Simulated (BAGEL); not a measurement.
**GaNH3Br (SMILES [NH2][GaH][Br]) at HF/3-21G (density fitting with qzvpp-jkfit)**

Aim: the vertical ionisation energy of GaNH3Br at HF/3-21G (density fitting with qzvpp-jkfit), from 2 runs. 

The results are computed with BAGEL 1.2.2.

5 further runs of the same task are left out: 2 that didn't finish, 3 set aside as unsound or not needed. Runs told in other sessions of the task aren't counted.

**1. The molecule**

GaNH3Br: 6 atoms, total charge 0, spin state singlet. SMILES: `[NH2][GaH][Br]`. The shape is that of a PBE0-D4/def2-TZVP optimisation.

Bond lengths: N1–Ga2 1.800 Å, Ga2–Br3 2.293 Å, N1–H4 1.005 Å, N1–H5 1.006 Å, Ga2–H6 1.547 Å. Angles: N1–Ga2–Br3 113.9°, N1–Ga2–H6 125.6°, Br3–Ga2–H6 120.5°, Ga2–N1–H4 124.2°, Ga2–N1–H5 123.0°, H4–N1–H5 112.9°.

**2. The energy at HF/3-21G (density fitting with qzvpp-jkfit)**

hf.json reads:

```json
{ "bagel" : [

{
  "title" : "molecule",
  "basis" : "3-21g",
  "df_basis" : "qzvpp-jkfit",
  "angstrom" : "true",
  "geometry" : [
    { "atom" : "N", "xyz" : [   -0.577800,    0.217600,   -0.823700 ] },
    { "atom" : "Ga", "xyz" : [    0.349600,    0.051800,    0.710300 ] },
    { "atom" : "Br", "xyz" : [    1.605200,   -1.863400,    0.833300 ] },
    { "atom" : "H", "xyz" : [   -1.177000,    0.995300,   -1.039700 ] },
    { "atom" : "H", "xyz" : [   -0.547200,   -0.468200,   -1.558400 ] },
    { "atom" : "H", "xyz" : [    0.347300,    1.066900,    1.878100 ] }
  ]
},
{
  "title" : "hf"
},
{
  "title" : "print",
  "file" : "orbitals.molden",
  "orbitals" : "true"
}

]}
```

On the command line:

```bash
$ BAGEL_NUM_THREADS=1 BAGEL hf.json > hf.out
```

The log of the run:

```text
* using 1 threads per process

  ===============================================================
  ===============================================================

  *** Geometry ***

  { "atom" : "N", "xyz" : [     -1.091884,      0.411204,     -1.556567 ] },
  { "atom" : "Ga", "xyz" : [      0.660648,      0.097888,      1.342272 ] },
  { "atom" : "Br", "xyz" : [      3.033388,     -3.521316,      1.574709 ] },
  { "atom" : "H", "xyz" : [     -2.224208,      1.880844,     -1.964748 ] },
  { "atom" : "H", "xyz" : [     -1.034058,     -0.884770,     -2.944949 ] },
  { "atom" : "H", "xyz" : [      0.656302,      2.016149,      3.549095 ] },

  Number of auxiliary basis functions:      663

  Since a DF basis is specified, we compute 2- and 3-index integrals:
    o Being stored without compression. Storage requirement is 0.018 GB

  Number of basis functions:       59
  Number of electrons      :       76

    * METHOD: MOLECULE                             0.30

  *** RHF ***

  === Nuclear Repulsion ===
   399.7683083076

      * DIIS with orbital gradients will be used.

  === RHF iteration (3-21g) ===
      0      -4529.73718217          0.02146083           0.10
      1      -4529.82605893          0.01241866           0.09
      2      -4529.86175316          0.00100371           0.10
      3      -4529.86234608          0.00017341           0.09
      4      -4529.86237384          0.00003234           0.09
      5      -4529.86237514          0.00000658           0.09
      6      -4529.86237520          0.00000172           0.10
      7      -4529.86237520          0.00000034           0.09
      8      -4529.86237520          0.00000014           0.09
      9      -4529.86237520          0.00000006           0.09
     10      -4529.86237520          0.00000001           0.09
     11      -4529.86237520          0.00000000           0.09
    * SCF iteration converged.

    * Permanent dipole moment:
           (    0.806441,    -0.926515,     0.428401) a.u.

    * METHOD: HF                                   1.33

    * METHOD: PRINT                                0.01

  ===============================================================
```

It took 1.8 s on 1 thread of AMD EPYC 9B14 (Zen 4), shared host.

**3. The doublet cation at the same level**

hf.json reads:

```json
{ "bagel": [

{
  "title": "molecule",
  "basis": "3-21g",
  "df_basis": "qzvpp-jkfit",
  "angstrom": true,
  "geometry": [
    { "atom": "N", "xyz": [      -0.577800,       0.217600,      -0.823700 ] },
    { "atom": "Ga", "xyz": [       0.349600,       0.051800,       0.710300 ] },
    { "atom": "Br", "xyz": [       1.605200,      -1.863400,       0.833300 ] },
    { "atom": "H", "xyz": [      -1.177000,       0.995300,      -1.039700 ] },
    { "atom": "H", "xyz": [      -0.547200,      -0.468200,      -1.558400 ] },
    { "atom": "H", "xyz": [       0.347300,       1.066900,       1.878100 ] }
  ]
},

{ "title": "uhf", "charge": 1, "nopen": 1 },

{ "title": "print", "file": "orbitals.molden", "orbitals": true }

]}
```

On the command line:

```bash
$ BAGEL_NUM_THREADS=1 BAGEL hf.json > hf.out
```

The log of the run:

```text
* using 1 threads per process

  ===============================================================
  ===============================================================

  *** Geometry ***

  { "atom" : "N", "xyz" : [     -1.091884,      0.411204,     -1.556567 ] },
  { "atom" : "Ga", "xyz" : [      0.660648,      0.097888,      1.342272 ] },
  { "atom" : "Br", "xyz" : [      3.033388,     -3.521316,      1.574709 ] },
  { "atom" : "H", "xyz" : [     -2.224208,      1.880844,     -1.964748 ] },
  { "atom" : "H", "xyz" : [     -1.034058,     -0.884770,     -2.944949 ] },
  { "atom" : "H", "xyz" : [      0.656302,      2.016149,      3.549095 ] },

  Number of auxiliary basis functions:      663

  Since a DF basis is specified, we compute 2- and 3-index integrals:
    o Being stored without compression. Storage requirement is 0.018 GB

  Number of basis functions:       59
  Number of electrons      :       76

    * METHOD: MOLECULE                             0.30

  *** Open-shell HF ***

  === Nuclear Repulsion ===
   399.7683083076

      * DIIS with orbital gradients will be used.

  === UHF iteration (3-21g) ===
      0      -4529.32650268          0.04130417           0.19
      1      -4529.43687250          0.02651745           0.18
      2      -4529.47186960          0.01808350           0.18
      3      -4529.49284165          0.00258475           0.18
      4      -4529.49875847          0.00193003           0.18
      5      -4529.50447632          0.00115182           0.18
      6      -4529.50584095          0.00096387           0.18
      7      -4529.50790820          0.00073168           0.18
      8      -4529.50979266          0.00038224           0.18
      9      -4529.51007207          0.00013827           0.17
     10      -4529.51010474          0.00005770           0.18
     11      -4529.51013670          0.00002039           0.18
     12      -4529.51014711          0.00001512           0.18
     13      -4529.51015565          0.00000799           0.18
     14      -4529.51015662          0.00000415           0.19
     15      -4529.51015665          0.00000302           0.18
     16      -4529.51015667          0.00000219           0.18
     17      -4529.51015669          0.00000111           0.19
     18      -4529.51015670          0.00000033           0.18
     19      -4529.51015670          0.00000022           0.18
     20      -4529.51015670          0.00000019           0.17
     21      -4529.51015670          0.00000014           0.17
     22      -4529.51015670          0.00000013           0.17
     23      -4529.51015670          0.00000012           0.17
     24      -4529.51015670          0.00000012           0.17
     25      -4529.51015670          0.00000011           0.17
     26      -4529.51015670          0.00000009           0.17
     27      -4529.51015670          0.00000008           0.17
     28      -4529.51015670          0.00000006           0.17
     29      -4529.51015670          0.00000005           0.17
     30      -4529.51015670          0.00000004           0.17
     31      -4529.51015670          0.00000003           0.17
     32      -4529.51015670          0.00000002           0.17
     33      -4529.51015670          0.00000001           0.17
     34      -4529.51015670          0.00000001           0.17
     35      -4529.51015670          0.00000001           0.17
    * SCF iteration converged.

    * S^2 (UHF) is 0.7520

    * Permanent dipole moment:
           (    0.047458,     0.037952,     0.130864) a.u.

    * METHOD: UHF                                  6.58

    * METHOD: PRINT                                0.01

  ===============================================================
```

It took 7.2 s on 1 thread of AMD EPYC 9B14 (Zen 4), shared host.

**4. Results**

Level: HF/3-21G (density fitting with qzvpp-jkfit).

```
                                          quantity           value
                     singlet GaNH3Br: total energy  -4529.86238 Eh
                    singlet GaNH3Br: dipole moment          3.31 D
                      singlet GaNH3Br: HOMO energy       -10.56 eV
                      singlet GaNH3Br: LUMO energy         2.16 eV
                    singlet GaNH3Br: HOMO–LUMO gap        12.72 eV
                      doublet cation: total energy  -4529.51016 Eh
                              doublet cation: ⟨S²⟩           0.752
vertical ionisation energy (to the doublet cation)        9.584 eV
```

What this shows: Removing an electron at fixed nuclei costs 9.58 eV (221 kcal/mol). The negative HOMO energy of the first species, 10.56 eV, lies 0.98 eV above that difference.
